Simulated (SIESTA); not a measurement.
Fe, a sheet with vacuum:

```xyz
1
Lattice="2.3112 0.0000 0.0000 0.0000 2.3112 0.0000 0.0000 0.0000 23.8000" Properties=species:S:1:pos:R:3 pbc="T T T"
Fe    0.0000    0.0000    7.0001
```

The cell was built by a generator and needn't be a form met in nature.

Alike in all runs: program SIESTA 5.4.2; functional PBE; potentials or basis PseudoDojo 0.4 standard (PBE files); basis DZP (energy shift 0.003 Ry; two zetas on semicore shells); grid cutoff 800 Ry; energy shift 0.003 Ry; k mesh 11 × 11 × 1; occupations fermi-dirac, width 0.05 eV.

The same cell was started in several ways:

```csv
start,free energy over the lowest (meV/atom),net moment (μB),site or absolute moments (μB),gap
"collinear spin, zero start",671.0,0.00,-,none (metal or under the smearing width)
"collinear spin, fm_larger start of up to 4.5 μB",0.0,2.76,Fe +2.76,none (metal or under the smearing width)
"non-collinear spin, random start of up to 2.74 μB",0.0,2.76,-,none (metal or under the smearing width)
"collinear spin, ferromagnetic start of up to 3 μB",0.0,2.76,Fe +2.76,none (metal or under the smearing width)
```

The spin-polarised runs without a constraint all converged, yet they end up to 671 meV/atom apart: a converged run can sit in a state that isn't the lowest. A still lower state may exist.

Caveats: the basis of atomic orbitals isn't converged, which shifts pressures, moduli and gaps.
